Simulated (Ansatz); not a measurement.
**NbB2: further runs on the relaxed cell**

An exercise on one series of results from a longer session: the logs are not shown, and one member is left open.

Computed with Ansatz 0.2.0 (DFT PBEsol, scalar-relativistic, plane waves, PAW, unless a step's input says otherwise).

## The structure to begin with

The structure is hexagonal, space group P6/mmm (No. 191). The conventional cell has a = 3.096 Å, b = 3.096 Å, c = 3.288 Å, α = 90.00°, β = 90.00°, γ = 120.00°. Nb (site symmetry 6/mmm) has 12 B at 2.43 Å in its first shell of neighbours. Around B (site symmetry -6m2) lie 3 B at 1.79 Å and 6 Nb at 2.43 Å.

Structure file:

```cif
data_structure
_symmetry_space_group_name_H-M 'P 1'
_symmetry_Int_Tables_number 1
_cell_length_a 3.0960
_cell_length_b 3.0960
_cell_length_c 3.2882
_cell_angle_alpha 90.000
_cell_angle_beta 90.000
_cell_angle_gamma 120.000
_cell_volume 27.30
loop_
_atom_site_label
_atom_site_type_symbol
_atom_site_fract_x
_atom_site_fract_y
_atom_site_fract_z
_atom_site_occupancy
Nb1 Nb 0.00000 0.00000 0.00000 1
B1 B 0.33333 0.66667 0.50000 1
B2 B 0.66667 0.33333 0.50000 1
```

This cell was relaxed beforehand with the same method: volume 9.10 Å³/atom, gap on the mesh none (metal).

The first run:

Input file input.yaml:

```yaml
crystal:
  lattice:
    - [3.0647705115, 0.0, 0.0]
    - [-1.5323852558, 2.6541691197, 0.0]
    - [0.0, 0.0, 3.2549372115]
  atoms:
    - { symbol: Nb, position: [0.0, 0.0, 0.0] }
    - { symbol: B, position: [0.3333333333, 0.6666666667, 0.5] }
    - { symbol: B, position: [0.6666666667, 0.3333333333, 0.5] }
basis:
  ecutwfc: 420
kpoints:
  mp_grid: { grid: [18, 18, 14] }
hamiltonian:
  xc: pbesol
scf:
  occupations: { method: gaussian, width: 0.1 }
output:
  forces: true
  stress: true
  eigenvalues: true
relax:
  adjacent_minimum: "off"
  f_tol: 0.01
  max_steps: 30
  cell: { stress_tol: 0.1, fix: [volume] }
```

Run with:

```bash
> ansatz run input.yaml --threads 1 --pin off --max-ram 2560MiB --backend cpu --events-out ev --progress --plain --runs-dir out
```

Among the steps run: The cell scaled to 0.97 of its volume; Point at V/V0 = 1.03; The cell scaled to 0.94 of its volume; Volume × 1.06; Point at V/V0 = 0.91; The cell scaled to 1.10 of its volume; The cell scaled to 0.88 of its volume.

One of the session's tables, all rows but one given; the rest of the session is left out.

It belongs to the step «Fit of the equation of state». 

```
volume (Å³/atom)  energy above the lowest point (meV/atom)  pressure (GPa)
           8.007                                     152.0           49.67
           8.280                                      80.9           34.28
           8.553                                      34.0           21.08
           8.826                                         ?               ?
           9.099                                       0.0            0.00
           9.372                                       7.3           -8.39
           9.645                                      27.9          -15.59
          10.008                                      72.8          -23.65
```

Estimate the missing values for volume (Å³/atom) = 8.826.

Worked estimate for «energy above the lowest point (meV/atom)». A straight line through the neighbours (8.553, 34.0) and (9.099, 0.0) gives 34.0 + (0.0 − 34.0) × (8.826 − 8.553) / (9.099 − 8.553) = 17.0; a parabola fitted to 4 rows on both sides gives 8.0.

The run gave: energy above the lowest point (meV/atom): 8.1; pressure (GPa): 9.75. In «energy above the lowest point (meV/atom)» the line misses by +8.9 and the parabola by -0.1.
